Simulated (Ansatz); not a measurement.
**BrFH3NOSi: small, medium and large basis sets**

One table from this session's results is given with a row withheld; the runs are named, their logs left out.

Method: one geometry, several basis sets; program: Ansatz 0.2.0, Gaussian basis.

Plan: PBE0-D4/def2-SVP; ωB97M-V/def2-SVP; PBE0-D4/def2-QZVPP; ωB97M-V/def2-QZVPP; the functionals' def2-TZVPP values are taken from earlier runs.

## The relaxed structure

All runs share one geometry, relaxed beforehand with PBE0-D4 in a triple-zeta def2 set.

SMILES `N[Si](O)(F)Br`, 8 atoms, charge 0, spin multiplicity 1.

Atoms are counted from 1 here; the program's logs count them from 0.

Bond lengths: N1–Si2 1.691 Å, N1–H6 1.007 Å, N1–H7 1.008 Å, Si2–O3 1.621 Å, Si2–F4 1.587 Å, Si2–Br5 2.203 Å, O3–H8 0.960 Å. Angles: Si2–N1–H6 119.8°, Si2–N1–H7 119.2°, H6–N1–H7 111.3°, N1–Si2–O3 111.5°, N1–Si2–F4 105.4°, N1–Si2–Br5 116.4°, O3–Si2–F4 112.4°, O3–Si2–Br5 104.7°, F4–Si2–Br5 106.5°, Si2–O3–H8 116.3°.

The first run:

in.yaml reads:

```yaml
crystal:
  periodic: [false, false, false]
  atoms:
    - {symbol: N, position_ang: [-1.136136, 0.014838, 0.411751]}
    - {symbol: Si, position_ang: [0.361375, 0.118327, -0.367318]}
    - {symbol: O, position_ang: [1.477856, -0.801264, 0.365235]}
    - {symbol: F, position_ang: [0.091193, -0.334463, -1.863717]}
    - {symbol: Br, position_ang: [1.271588, 2.121401, -0.475509]}
    - {symbol: H, position_ang: [-1.213490, 0.265234, 1.384538]}
    - {symbol: H, position_ang: [-1.972677, 0.256037, -0.095934]}
    - {symbol: H, position_ang: [1.212592, -1.697309, 0.585155]}
basis:
  gaussian: {orbitals: def2-SVP}
hamiltonian: {xc: pbe0, dispersion: d4}
output: {orbitals: {seedname: orbitals}}
```

Run with:

```sh
$ ansatz run in.yaml --threads 4 --pin off --events-out ev --progress --plain --max-ram 10444MiB
```

Steps of the session up to this table: PBE0-D4 in def2-SVP; ωB97M-V in def2-SVP; PBE0-D4 in def2-QZVPP; ωB97M-V in def2-QZVPP.

One table of the session follows, with a row left open; its other results are not shown here.

```
functional       basis  HOMO (eV)  LUMO (eV)
   PBE0-D4    def2-SVP      -7.88       0.85
   PBE0-D4  def2-TZVPP      -8.07       0.29
   PBE0-D4  def2-QZVPP      -8.12      -0.03
   ωB97M-V    def2-SVP     -10.15       2.58
   ωB97M-V  def2-TZVPP     -10.36       1.80
   ωB97M-V  def2-QZVPP          ?          ?
```

Estimate the missing values for ωB97M-V, def2-QZVPP.

The run gave: HOMO (eV): -10.40; LUMO (eV): 1.26. In the column «HOMO (eV)» it is the lowest.
